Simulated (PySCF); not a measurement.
# [MoO3]-: doublet, from a trigonal planar start

The task is one start of a wider search on [MoO3]-: the doublet, built as trigonal planar. It is relaxed, tested by its Hessian and followed downhill if it is a saddle.

The runs use PySCF 2.14.0; B3LYP, basis Mo def2-SVPD with ECP28, O def2-SVPD, scalar-relativistic core potentials, no spin–orbit coupling, density fitting.

**1. The starting structure**

4 atoms, charge -1, spin multiplicity 2.

Bond lengths: Mo1–O2 1.780 Å, Mo1–O3 1.780 Å, Mo1–O4 1.780 Å. Angles: O2–Mo1–O3 120.0°, O2–Mo1–O4 120.0°, O3–Mo1–O4 120.0°.

```xyz
4
charge -1 multiplicity 2
Mo    0.0000    0.0000    0.0000
O     1.7800    0.0000    0.0000
O    -0.8900    1.5415    0.0000
O    -0.8900   -1.5415    0.0000
```

**2. Relaxation: trigonal planar start, doublet**

One driver script runs all steps and calls PySCF; scf.py shows how it sets up the SCF of each step. The optimiser is the driver's own. Before each start the driver seeks the lowest SCF state from one or more starting densities and follows internal instabilities, so scf.py alone need not reach the same state.

The program finds D3h symmetry in the start, which this walk keeps. The walk stops when the largest gradient is under 0.0003 Eh/bohr and the energy has settled too.

File scf.py:

```python
from pyscf import gto, scf, dft
mol = gto.M(atom='''
Mo    -0.000000     0.000000     0.000000
O      1.779985     0.000013    -0.000000
O     -0.890004     1.541506     0.000000
O     -0.889982    -1.541519    -0.000000''',
    basis={'Mo': 'def2-SVPD', 'O': 'def2-SVPD'},
    ecp={'Mo': 'def2-SVPD'},
    charge=-1, spin=1)
mf = dft.UKS(mol, xc='B3LYP')
mf.grids.atom_grid = (50, 194)
aux = {'Mo': 'def2-universal-JKFIT', 'O': 'def2-universal-JKFIT'}
mf = mf.density_fit(auxbasis=aux)
mf.kernel()
```

After this run come: Is it a minimum? Harmonic modes; Downhill along the imaginary mode; Is it a minimum? Harmonic modes.

**Question.** What will these runs give? Wanted: minimum; geometry; wavenumbers; dipole moment; highest occupied, lowest empty level; polar-tensor charge of Mo1; zero-point energy; ⟨S²⟩.

As calculated:

```
                                          quantity                                  value
                                           minimum                           doublet, C3v
                                          geometry  Mo–O 1.745 Å (×3); O–Mo–O 116.7° (×3)
                                wavenumbers (cm⁻¹)   147 (a1), 307 (e), 907 (e), 928 (a1)
                    dipole moment (centre of mass)                                 1.54 D
highest occupied, lowest empty level (either spin)                         -1.32, 1.58 eV
                        polar-tensor charge of Mo1                                +1.65 e
                                 zero-point energy                            21.0 kJ/mol
                               entropy at 298.15 K                        297.0 J/(mol K)
                                              ⟨S²⟩                                  0.755
```

In words: From D3h at the start the molecule goes to a C3v minimum, after a first stop at a saddle point 3.4 kJ/mol higher, from which it was pushed off along an imaginary mode. In the infrared the band at 907 cm⁻¹ (e, stretch) leads. Most of the spin sits on Mo1 (Mulliken spin 1.14, against 1 for the whole molecule). Only this shape and spin were tried, so other structures or states may lie lower. One determinant may miss the lowest occupation of an open d or f shell.
